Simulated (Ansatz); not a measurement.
# CCSD/def2-SVP run of GeSiH6O (SMILES [SiH3][O][GeH3])

Aim: the electronic atomisation energy of GeSiH6O at CCSD/def2-SVP, from 5 runs. 

The results are computed with Ansatz 0.2.0.

75 further runs of the same task are left out: 75 set aside as unsound or not needed.

## Step 1: The structure to begin with

The species is GeSiH6O (9 atoms), meant as a singlet with charge 0. As SMILES, `[SiH3][O][GeH3]`. Geometry: relaxed at PBE0-D4/def2-TZVP.

Bond lengths: Si1–O2 1.633 Å, O2–Ge3 1.776 Å, Si1–H4 1.490 Å, Si1–H5 1.484 Å, Si1–H6 1.490 Å, Ge3–H7 1.532 Å, Ge3–H8 1.538 Å, Ge3–H9 1.538 Å. Some angles: Si1–O2–Ge3 134.7°, O2–Si1–H4 111.0°, O2–Si1–H5 108.2°, O2–Si1–H6 111.0°, O2–Ge3–H7 105.5°, O2–Ge3–H8 108.4°, O2–Ge3–H9 108.4°, H4–Si1–H5 109.4°, H4–Si1–H6 107.8°, H5–Si1–H6 109.4°.

## Step 2: A single-point energy at CCSD/def2-SVP

molecule.yaml

```yaml
crystal:
  periodic: [false, false, false]
  atoms:
    - {symbol: Si, position_ang: [-0.686600, 1.033100, -0.921400]}
    - {symbol: O, position_ang: [0.592700, 0.201900, -0.339400]}
    - {symbol: Ge, position_ang: [0.809800, -1.049500, 0.901700]}
    - {symbol: H, position_ang: [-1.697500, 0.113200, -1.514500]}
    - {symbol: H, position_ang: [-0.195800, 1.964800, -1.966700]}
    - {symbol: H, position_ang: [-1.355600, 1.810800, 0.159300]}
    - {symbol: H, position_ang: [2.310800, -1.355600, 0.917000]}
    - {symbol: H, position_ang: [-0.018800, -2.280500, 0.498400]}
    - {symbol: H, position_ang: [0.329300, -0.484400, 2.248700]}
basis:
  gaussian: {orbitals: def2-SVP}
scf: {omitted_lower_state_checks: [cluster_reference, increment]}
correlation: {method: ccsd, frozen_orbitals: {Ge: 9, H: 0, O: 1, Si: 5}}
accuracy: high
```

The run is started by

```
$ ansatz run molecule.yaml --threads 1 --pin off --max-ram 3480MiB --events-out events.jsonl --progress --plain --runs-dir runs
```

Standard output:

```text
Warning: RAYON_NUM_THREADS=1 ignored (pool sized by the plan → 1); use --threads N
[... 12 lines left out ...]
15 core orbitals not correlated: weight in the atoms' cores, before any rotation towards them, 1.000 or more for the frozen orbitals, at most 0.000 for the correlated occupied ones
[... 21 lines left out ...]
Total energy: -66473.21140969 eV, -2442.8454621453 hartree
Checks for a lower state left out: cluster_reference, increment
```

It took 11 s on 1 thread of Intel Xeon 6975P-C (Granite Rapids), shared host; peak memory 0.55 GiB.

## Step 3: The Ge atom at the same level

job.yaml

```yaml
crystal:
  periodic: [false, false, false]
  atoms:
    - {symbol: Ge, position_ang: [0.000000, 0.000000, 0.000000]}
basis:
  gaussian:
    orbitals: def2-SVP
total_charge: 0
magnetization:
  spin_polarized: true
  initial_magnetization: 2
correlation:
  method: ccsd
  frozen_orbitals: {Ge: 9}
accuracy: high
scf:
  omitted_lower_state_checks: [cluster_reference, increment]
```

Run the same way, it converges to -2075.23460 Eh (log not shown).

## Step 4: The H atom: the energy at UHF/def2-SVP

run.yaml

```yaml
crystal:
  periodic: [false, false, false]
  atoms:
    - {symbol: H, position_ang: [0.000000, 0.000000, 0.000000]}
basis:
  gaussian:
    orbitals: def2-SVP
magnetization:
  spin_polarized: true
  initial_magnetization: 1
hamiltonian:
  xc: hf
accuracy: high
```

Run the same way, it converges to -0.49928 Eh (log not shown).

## Step 5: The O atom, same level

input.yaml

```yaml
crystal:
  periodic: [false, false, false]
  atoms:
    - {symbol: O, position_ang: [0.000000, 0.000000, 0.000000]}
basis:
  gaussian:
    orbitals: def2-SVP
accuracy: high
correlation:
  method: ccsd
  frozen_orbitals: {O: 1}
scf:
  omitted_lower_state_checks: [cluster_reference, increment]
magnetization:
  spin_polarized: true
  initial_magnetization: 2
```

Run the same way, it converges to -74.83664 Eh (log not shown).

## Step 6: The Si atom at the same level

run.yaml

```yaml
crystal:
  periodic: [false, false, false]
  atoms:
    - symbol: Si
      position_ang: [0.000000, 0.000000, 0.000000]
basis:
  gaussian:
    orbitals: def2-SVP
magnetization:
  spin_polarized: true
  initial_magnetization: 2
correlation:
  method: ccsd
  frozen_orbitals: {Si: 5}
accuracy: high
scf:
  omitted_lower_state_checks: [cluster_reference, increment]
```

The run is started by

```
$ ansatz run run.yaml --threads 1 --pin off --max-ram 3480MiB --events-out events.jsonl --progress --plain --runs-dir runs
```

Standard output:

```text
Warning: RAYON_NUM_THREADS=1 ignored (pool sized by the plan → 1); use --threads N
[... 13 lines left out ...]
5 core orbitals not correlated: weight in the atoms' cores, before any rotation towards them, 1.000 or more for the frozen orbitals, at most 0.000 for the correlated occupied ones
[... 20 lines left out ...]
Total energy: -7859.04520883 eV, -288.8145843723 hartree
Checks for a lower state left out: cluster_reference, increment
```

It took 0.22 s on 1 thread of Intel Xeon 6975P-C (Granite Rapids), shared host.

## Step 7: Summary of results

At CCSD/def2-SVP, 15 core orbitals frozen:

| quantity | value |
| --- | --- |
| molecule: total energy | -2442.84546 Eh |
| molecule: correlation energy (15 core orbitals frozen) | -556.0 mEh |
| molecule: T1 diagnostic | 0.011 |
| Ge atom: total energy | -2075.23460 Eh |
| Ge atom: correlation energy (9 core orbitals frozen) | -176.6 mEh |
| Ge atom: ⟨S²⟩ of the reference determinant | 2.009 |
| Ge atom: T1 diagnostic | 0.007 |
| H atom: total energy | -0.49928 Eh |
| H atom: ⟨S²⟩ | 0.750 |
| O atom: total energy | -74.83664 Eh |
| O atom: correlation energy (1 core orbital frozen) | -116.5 mEh |
| O atom: ⟨S²⟩ of the reference determinant | 2.005 |
| O atom: T1 diagnostic | 0.003 |
| Si atom: total energy | -288.81458 Eh |
| Si atom: correlation energy (5 core orbitals frozen) | -61.5 mEh |
| Si atom: ⟨S²⟩ of the reference determinant | 2.009 |
| Si atom: T1 diagnostic | 0.010 |
| electronic atomisation energy | 26.231 eV |

In words: Taking the molecule apart into free atoms costs 26.23 eV (2531 kJ/mol), before zero-point energy and without spin-orbit coupling.
